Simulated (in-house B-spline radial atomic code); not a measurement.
# W¹¹⁺: binding energies from hole states

Aim: binding energies of the shells of W¹¹⁺, from runs with electrons taken out, set against the orbital energies of the parent.

The numbers are computed with in-house B-spline radial atomic code version 1 (Dirac-Hartree-Fock, average of configuration, Fermi nucleus, basis-set limit), except any that are marked as measured or tabulated.

## (1) What is computed

```
element       : tungsten (Z = 74)
charge        : +11
electrons     : 63
configuration : [Kr] 4d10 4f13 5s2 5p2
Hamiltonian   : Dirac-Coulomb
nucleus       : Fermi, rms radius 5.366 fm
```

The outer shells:

[Kr] 4d10 4f13 5s2 5p2
```
[Kr] core
4d [↑↓][↑↓][↑↓][↑↓][↑↓]
4f [↑↓][↑↓][↑↓][↑↓][↑↓][↑↓][↑ ]
5s [↑↓]
5p [↑ ][↑ ][  ]
```

The boxes draw the filling by Hund's rule, which heavy ions in jj coupling don't follow; these runs average over all states of the configuration.

Input settings:

```ini
Z = 74
electrons = 63.0
configuration = [Kr] 4d10 4f13 5s2 5p2
hamiltonian = dirac
method = hf
spin_polarised = False
nucleus = fermi
rms_radius = 5.3658
mass_number = 184
atomic_mass = 183.95093318
speed_of_light = 137.035999084
```

This reference run was done before. Its total energy is -16119.005578 hartree, and its levels are (the highest eight at most):

```csv
orbital,occupation,energy (eV),<r> (bohr)
4p3/2,4,-648.93,0.4853
4d3/2,4,-477.40,0.5000
4d5/2,6,-464.21,0.5108
5s1/2,2,-266.07,0.9939
4f5/2,5.57143,-247.57,0.5566
4f7/2,7.42857,-245.10,0.5632
5p1/2,0.666667,-233.63,1.052
5p3/2,1.33333,-220.06,1.112
```

## (2) The 4d3/2 hole

In configurations, a minus sign after the shell means j = l − 1/2 and a plus sign j = l + 1/2; the count of electrons follows.

Changes to the settings of step 1:

```diff
@@ -1,4 +1,4 @@
 Z = 74
-electrons = 63.0
-configuration = [Kr] 4d10 4f13 5s2 5p2
+electrons = 62.0
+configuration = 1s2 2s2 2p6 3s2 3p6 3d10 4s2 4p6 4d-3 4d+6 4f13 5s2 5p2
 hamiltonian = dirac
```

Results of the run (chosen fields of its result record, rounded):

```text
status: converged
iterations: 10
energy [hartree]: {"total": -16101.6788197, "kinetic": 18133.8259011, "nuclear": -39678.8119414, "coulomb": 5750.04845424, "exact_exchange": -306.741233686}
breit [hartree]: {"gaunt": 19.18209, "retardation": -2.029969, "frequency_dependence": -0.333195}
qed [hartree]: {"self_energy": 14.01108, "uehling": -2.629634, "wichmann_kroll": 0.1044203}
recoil [hartree]: 0.02973737
total_with_corrections [hartree]: -16073.3442929
orbitals [hartree, bohr; first row names the columns]:
  - ["name", "occ", "eps", "<r>"]
  - ["1s1/2", 2.0, -2580.4635, 0.018346]
  - ["2s1/2", 2.0, -457.90364, 0.076885]
  - ["2p1/2", 2.0, -437.32206, 0.06372]
  - ["2p3/2", 4.0, -387.52892, 0.071636]
  - ["3s1/2", 2.0, -114.53297, 0.19998]
  - ["3p1/2", 2.0, -105.40514, 0.1903]
  - ["3p3/2", 4.0, -94.464742, 0.20485]
  - ["3d3/2", 4.0, -79.3078, 0.17982]
  - ["3d5/2", 6.0, -76.998687, 0.18406]
  - ["4s1/2", 2.0, -31.594423, 0.44718]
  - ["4p1/2", 2.0, -27.634705, 0.45292]
  - ["4p3/2", 4.0, -25.170028, 0.48305]
  - ["4d3/2", 3.0, -18.860673, 0.49603]
  - ["4d5/2", 6.0, -18.388332, 0.50652]
  - ["4f5/2", 5.5714, -10.31258, 0.544]
  - ["4f7/2", 7.4286, -10.312198, 0.54851]
  - ["5s1/2", 2.0, -10.74339, 0.9744]
  - ["5p1/2", 0.66667, -9.5111496, 1.0275]
  - ["5p3/2", 1.3333, -8.9853383, 1.0838]
sum_r [bohr^k]: {"-1": 536.2297, "1": 23.47212, "2": 14.69743}
energy_minus_base [hartree]: 17.3267586
energy_minus_base_with_corrections [hartree]: 17.3104946
```

Run time: 1.1 s. Hardware: 1 thread, shared host.

energy_minus_base is the energy less that of the reference run.

## (3) The 4d5/2 hole

Changes to the settings of step 2:

```diff
@@ -2,3 +2,3 @@
 electrons = 62.0
-configuration = 1s2 2s2 2p6 3s2 3p6 3d10 4s2 4p6 4d-3 4d+6 4f13 5s2 5p2
+configuration = 1s2 2s2 2p6 3s2 3p6 3d10 4s2 4p6 4d-4 4d+5 4f13 5s2 5p2
 hamiltonian = dirac
```

Result record:

```text
status: converged
iterations: 10
energy [hartree]: {"total": -16102.1526957, "kinetic": 18135.2622115, "nuclear": -39681.6156208, "coulomb": 5750.9923124, "exact_exchange": -306.791598801}
breit [hartree]: {"gaunt": 19.19146, "retardation": -2.03003, "frequency_dependence": -0.3328735}
qed [hartree]: {"self_energy": 14.00974, "uehling": -2.629615, "wichmann_kroll": 0.1044196}
recoil [hartree]: 0.02973595
total_with_corrections [hartree]: -16073.8098562
orbitals [hartree, bohr; first row names the columns]:
  - ["name", "occ", "eps", "<r>"]
  - ["1s1/2", 2.0, -2580.4249, 0.018346]
  - ["2s1/2", 2.0, -457.87337, 0.076886]
  - ["2p1/2", 2.0, -437.32511, 0.063724]
  - ["2p3/2", 4.0, -387.4773, 0.071635]
  - ["3s1/2", 2.0, -114.51383, 0.19999]
  - ["3p1/2", 2.0, -105.39757, 0.19033]
  - ["3p3/2", 4.0, -94.439343, 0.20484]
  - ["3d3/2", 4.0, -79.337285, 0.17958]
  - ["3d5/2", 6.0, -76.946797, 0.1843]
  - ["4s1/2", 2.0, -31.585344, 0.44722]
  - ["4p1/2", 2.0, -27.776222, 0.45291]
  - ["4p3/2", 4.0, -25.089326, 0.48325]
  - ["4d3/2", 4.0, -18.872575, 0.49625]
  - ["4d5/2", 5.0, -18.368328, 0.50653]
  - ["4f5/2", 5.5714, -10.394882, 0.54292]
  - ["4f7/2", 7.4286, -10.238323, 0.54987]
  - ["5s1/2", 2.0, -10.741773, 0.97455]
  - ["5p1/2", 0.66667, -9.5190887, 1.0268]
  - ["5p3/2", 1.3333, -8.9802111, 1.0844]
sum_r [bohr^k]: {"-1": 536.2676, "1": 23.46848, "2": 14.69501}
energy_minus_base [hartree]: 16.8528826
energy_minus_base_with_corrections [hartree]: 16.8449313
```

Wall time 1.3 s (1 thread, shared host).

Radial density 4πr²n(r) and radial functions P(r) = rR(r):

```csv
r (bohr),4πr²n,4d5/2,4f7/2,5p3/2
0.00168,17.01,0.0001,0.0000,0.0033
0.00253,29.89,0.0002,0.0000,0.0071
0.00379,49.00,0.0005,0.0000,0.0147
0.00569,73.40,0.0017,0.0000,0.0300
0.00855,96.14,0.0053,0.0000,0.0589
0.0128,105.0,0.0157,0.0002,0.1087
0.0193,96.54,0.0451,0.0009,0.1853
0.0289,95.52,0.1184,0.0039,0.2705
0.0434,123.5,0.2802,0.0154,0.3031
0.0652,131.1,0.5613,0.0548,0.1684
0.0979,104.3,0.8634,0.1696,-0.1744
0.147,122.5,0.8167,0.4336,-0.4335
0.221,90.28,0.0047,0.8706,-0.0945
0.331,66.20,-1.1771,1.2881,0.5713
0.498,66.32,-1.5408,1.3366,0.3491
0.747,25.01,-0.8710,0.9269,-0.7494
1.12,7.212,-0.2142,0.3896,-1.1294
1.68,0.7270,-0.0176,0.0777,-0.4871
2.53,0.006350,-0.0003,0.0046,-0.0542
3.80,1.545e-06,0.0000,0.0000,-0.0010
```

Clear maxima of the radial density (full grid of the record): 0.013, 0.053, 0.15, 0.41 bohr.

X-ray form factor of the spherical density:

```csv
sinθ/λ (1/Å),f (electrons)
0,62.000
0.1,60.937
0.2,57.977
0.3,53.698
0.4,48.789
0.6,39.179
0.8,31.370
1,25.561
1.4,18.575
1.8,15.087
2.5,11.034
4,5.801
6,3.896
```

## (4) The 4f hole

Changes to the settings of step 3:

```diff
@@ -2,3 +2,3 @@
 electrons = 62.0
-configuration = 1s2 2s2 2p6 3s2 3p6 3d10 4s2 4p6 4d-4 4d+5 4f13 5s2 5p2
+configuration = 1s2 2s2 2p6 3s2 3p6 3d10 4s2 4p6 4d10 4f12 5s2 5p2
 hamiltonian = dirac
```

Result record:

```text
status: converged
iterations: 10
energy [hartree]: {"total": -16110.1416791, "kinetic": 18143.2407941, "nuclear": -39702.2037039, "coulomb": 5756.62852143, "exact_exchange": -307.807290792}
breit [hartree]: {"gaunt": 19.20754, "retardation": -2.033132, "frequency_dependence": -0.3329905}
qed [hartree]: {"self_energy": 14.0098, "uehling": -2.629476, "wichmann_kroll": 0.104414}
recoil [hartree]: 0.0297307
total_with_corrections [hartree]: -16081.7857877
orbitals [hartree, bohr; first row names the columns]:
  - ["name", "occ", "eps", "<r>"]
  - ["1s1/2", 2.0, -2580.1405, 0.018346]
  - ["2s1/2", 2.0, -457.64175, 0.076894]
  - ["2p1/2", 2.0, -437.06463, 0.063731]
  - ["2p3/2", 4.0, -387.2496, 0.071647]
  - ["3s1/2", 2.0, -114.43558, 0.20004]
  - ["3p1/2", 2.0, -105.30423, 0.19039]
  - ["3p3/2", 4.0, -94.362621, 0.20492]
  - ["3d3/2", 4.0, -79.219177, 0.17966]
  - ["3d5/2", 6.0, -76.865194, 0.18415]
  - ["4s1/2", 2.0, -31.581982, 0.44733]
  - ["4p1/2", 2.0, -27.727776, 0.45305]
  - ["4p3/2", 4.0, -25.129836, 0.48328]
  - ["4d3/2", 4.0, -18.79989, 0.49664]
  - ["4d5/2", 6.0, -18.308928, 0.50708]
  - ["4f5/2", 5.1429, -10.359874, 0.54363]
  - ["4f7/2", 6.8571, -10.266095, 0.54964]
  - ["5s1/2", 2.0, -10.730796, 0.97526]
  - ["5p1/2", 0.66667, -9.505385, 1.028]
  - ["5p3/2", 1.3333, -8.9732805, 1.0851]
sum_r [bohr^k]: {"-1": 536.5458, "1": 23.43904, "2": 14.64877}
energy_minus_base [hartree]: 8.86389925
energy_minus_base_with_corrections [hartree]: 8.86899988
```

It took 1.3 s on 1 thread, shared host.

## (5) The 5s hole

Changes to the settings of step 4:

```diff
@@ -2,3 +2,3 @@
 electrons = 62.0
-configuration = 1s2 2s2 2p6 3s2 3p6 3d10 4s2 4p6 4d10 4f12 5s2 5p2
+configuration = 1s2 2s2 2p6 3s2 3p6 3d10 4s2 4p6 4d10 4f13 5s1 5p2
 hamiltonian = dirac
```

Result record:

```text
status: converged
iterations: 10
energy [hartree]: {"total": -16109.2511815, "kinetic": 18139.9289549, "nuclear": -39718.6898354, "coulomb": 5778.25459087, "exact_exchange": -308.744891872}
breit [hartree]: {"gaunt": 19.19458, "retardation": -2.031525, "frequency_dependence": -0.3330282}
qed [hartree]: {"self_energy": 13.99868, "uehling": -2.627542, "wichmann_kroll": 0.1043394}
recoil [hartree]: 0.02970032
total_with_corrections [hartree]: -16080.9159821
orbitals [hartree, bohr; first row names the columns]:
  - ["name", "occ", "eps", "<r>"]
  - ["1s1/2", 2.0, -2579.8522, 0.018346]
  - ["2s1/2", 2.0, -457.27927, 0.076891]
  - ["2p1/2", 2.0, -436.72175, 0.063727]
  - ["2p3/2", 4.0, -386.89844, 0.071641]
  - ["3s1/2", 2.0, -114.0007, 0.20006]
  - ["3p1/2", 2.0, -104.88371, 0.19038]
  - ["3p3/2", 4.0, -93.939745, 0.20492]
  - ["3d3/2", 4.0, -78.809126, 0.17966]
  - ["3d5/2", 6.0, -76.453332, 0.18415]
  - ["4s1/2", 2.0, -31.206904, 0.44901]
  - ["4p1/2", 2.0, -27.381023, 0.45431]
  - ["4p3/2", 4.0, -24.800672, 0.48474]
  - ["4d3/2", 4.0, -18.499348, 0.49911]
  - ["4d5/2", 6.0, -18.013125, 0.50972]
  - ["4f5/2", 5.5714, -10.044557, 0.55224]
  - ["4f7/2", 7.4286, -9.9527205, 0.55856]
  - ["5s1/2", 1.0, -10.642191, 0.98183]
  - ["5p1/2", 0.66667, -9.3248801, 1.039]
  - ["5p3/2", 1.3333, -8.8099308, 1.0977]
sum_r [bohr^k]: {"-1": 536.7686, "1": 23.19301, "2": 14.22863}
energy_minus_base [hartree]: 9.75439688
energy_minus_base_with_corrections [hartree]: 9.73880541
```

It took 1.3 s on 1 thread, shared host.

## (6) The 5p hole

Changes to the settings of step 5:

```diff
@@ -2,3 +2,3 @@
 electrons = 62.0
-configuration = 1s2 2s2 2p6 3s2 3p6 3d10 4s2 4p6 4d10 4f13 5s1 5p2
+configuration = 1s2 2s2 2p6 3s2 3p6 3d10 4s2 4p6 4d10 4f13 5s2 5p1
 hamiltonian = dirac
```

Result record:

```text
status: converged
iterations: 10
energy [hartree]: {"total": -16110.7692752, "kinetic": 18142.6534072, "nuclear": -39726.4892431, "coulomb": 5782.57873244, "exact_exchange": -309.512171686}
breit [hartree]: {"gaunt": 19.19299, "retardation": -2.030755, "frequency_dependence": -0.3325007}
qed [hartree]: {"self_energy": 14.00768, "uehling": -2.629278, "wichmann_kroll": 0.1044056}
recoil [hartree]: 0.02971285
total_with_corrections [hartree]: -16082.4270169
orbitals [hartree, bohr; first row names the columns]:
  - ["name", "occ", "eps", "<r>"]
  - ["1s1/2", 2.0, -2579.7931, 0.018346]
  - ["2s1/2", 2.0, -457.2267, 0.07689]
  - ["2p1/2", 2.0, -436.66141, 0.063727]
  - ["2p3/2", 4.0, -386.8382, 0.071642]
  - ["3s1/2", 2.0, -113.95057, 0.20004]
  - ["3p1/2", 2.0, -104.82246, 0.19038]
  - ["3p3/2", 4.0, -93.878625, 0.20493]
  - ["3d3/2", 4.0, -78.748705, 0.17966]
  - ["3d5/2", 6.0, -76.392875, 0.18415]
  - ["4s1/2", 2.0, -31.164397, 0.44849]
  - ["4p1/2", 2.0, -27.317778, 0.45449]
  - ["4p3/2", 4.0, -24.738666, 0.48506]
  - ["4d3/2", 4.0, -18.439591, 0.4993]
  - ["4d5/2", 6.0, -17.954071, 0.50998]
  - ["4f5/2", 5.5714, -9.9866512, 0.55296]
  - ["4f7/2", 7.4286, -9.8953915, 0.55936]
  - ["5s1/2", 2.0, -10.505599, 0.98393]
  - ["5p1/2", 0.33333, -9.355235, 1.0387]
  - ["5p3/2", 0.66667, -8.8422523, 1.0965]
sum_r [bohr^k]: {"-1": 536.874, "1": 23.113, "2": 14.0323}
energy_minus_base [hartree]: 8.23630317
energy_minus_base_with_corrections [hartree]: 8.22777066
```

Run time: 1.2 s. Hardware: 1 thread, shared host.

## (7) Binding energies

| hole | ΔSCF (eV) | with Breit, QED, recoil (eV) | −ε of the parent (eV) | −ε less ΔSCF (eV) |
| --- | --- | --- | --- | --- |
| 4d3/2 | 471.49 | 471.04 | 477.40 | 5.92 |
| 4d5/2 | 458.59 | 458.37 | 464.21 | 5.62 |
| 4f | 241.20 | 241.34 | - | - |
| 5s | 265.43 | 265.01 | 266.07 | 0.64 |
| 5p | 224.12 | 223.89 | - | - |

**Reading.** Every ΔSCF value lies below −ε, since the other electrons relax into the hole: by 5.9 eV for 4d3/2 and 0.64 eV for 5s. A dash stands where an open shell is averaged over j, so that no single parent level belongs to the hole. Values are for the free ion, measured from the vacuum level.
